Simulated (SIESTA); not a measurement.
Wanted: an ASE script for a SIESTA 5.4.2 run.

| Property | Result |
| --- | --- |
| Task | relaxation of the atoms |
| Functional | revPBE |
| Potentials or basis | PseudoDojo 0.4 standard (PBE files) |
| Basis | DZP (energy shift 0.003 Ry; two zetas on semicore shells) |
| Grid cutoff | 800 Ry |
| Energy shift | 0.003 Ry |
| k mesh | 11 × 11 × 1 |
| Occupations | fermi-dirac, width 0.05 eV |
| Spin | no spin polarisation |
| dipole correction | yes |
| force tolerance | 0.01 eV/Å |

The structure of Ir lies in Ir.cif:

```cif
data_Ir
_cell_length_a 2.45184000
_cell_length_b 2.45184000
_cell_length_c 23.80000000
_cell_angle_alpha 90.00000000
_cell_angle_beta 90.00000000
_cell_angle_gamma 90.00000000
_space_group_name_H-M_alt 'P1'
_space_group_name_Hall 'P 1'
_space_group_IT_number 1
loop_
_space_group_symop_operation_xyz
'x,y,z'
loop_
_atom_site_label
_atom_site_type_symbol
_atom_site_symmetry_multiplicity
_atom_site_Wyckoff_symbol
_atom_site_fract_x
_atom_site_fract_y
_atom_site_fract_z
_atom_site_occupancy
Ir1 Ir 1 a 0.0000000000 0.0000000000 0.2941200000 1
```

The cell was built by a generator and needn't be a form met in nature.

These files were run (other wordings do the same):

run.py

```python
from ase.io import read
from ase.calculators.siesta import Siesta
from ase.units import Ry, GPa
from ase.optimize import LBFGS

atoms = read("Ir.cif")

fdf = {
    'SCFMustConverge': False,
    'OccupationFunction': 'FD',
    'ElectronicTemperature': '0.05 eV',
    'Slab.DipoleCorrection': 'vacuum',
    'MaxSCFIterations': '120',
    'SCF.Mixer.Method': 'Pulay',
    'SCF.Mixer.Weight': '0.25',
    'SCF.Mixer.History': '8',
    'SCF.DM.Tolerance': '5.0e-05',
    'SCF.H.Tolerance': '1.0e-03 eV',
    'WriteForces': 'true',
    'Charge.Mulliken': 'end',
    'PAO.Basis': ['Ir.1 5', 'n=5 0 2', '  2.793 0.000', 'n=6 0 2', '  6.789 0.000', 'n=5 1 2', '  3.320 0.000', 'n=6 1 1', '  6.789', 'n=5 2 2', '  5.602 0.000'],
}
calc = Siesta(
    label="Ir",
    command="siesta < PREFIX.fdf > PREFIX.out",
    pseudo_path="pseudos",
    pseudo_qualifier="",
    xc=('GGA', 'revPBE'),
    basis_set="DZP",
    mesh_cutoff=800 * Ry,
    energy_shift=0.003 * Ry,
    kpts=[11, 11, 1],
    spin="non-polarized",
    fdf_arguments=fdf,
)
atoms.calc = calc

opt = LBFGS(atoms, trajectory="relax.traj")
converged = opt.run(fmax=0.01, steps=40)
print("converged:", converged)
print("cell (A):", atoms.cell.cellpar().round(5))
print("scaled positions:")
print(atoms.get_scaled_positions().round(6))
print(f"energy = {atoms.get_potential_energy():.6f} eV")
free = atoms.get_potential_energy(force_consistent=True)
print(f"free energy = {free:.6f} eV")
print("forces (eV/A):")
print(atoms.get_forces(apply_constraint=False).round(6))
print("stress (GPa, Voigt order, tension positive):", (atoms.get_stress() / GPa).round(4))
```

Potentials or basis: PseudoDojo 0.4 standard (PBE files), DZP (energy shift 0.003 Ry; two zetas on semicore shells).

The run is started by

```bash
$ python run.py
```

It gave:

- Band gap on the k mesh: none (metal or under the smearing width)

Caveat: the relaxation stopped at its first step, so nothing moved; short orbitals over semicore shells can move pressures by several GPa; the valence orbitals were made in a potential fitted to the semicore shell under them, which widens gaps by tenths of an eV or more; the potentials were made for another functional, which shifts forces and pressure; the basis of atomic orbitals isn't converged, which shifts pressures, moduli and gaps.

Run time: 12 s on 1 thread of AMD EPYC 9R45 96-Core Processor (Zen 5), on a shared host, peak memory 0.34 GiB.
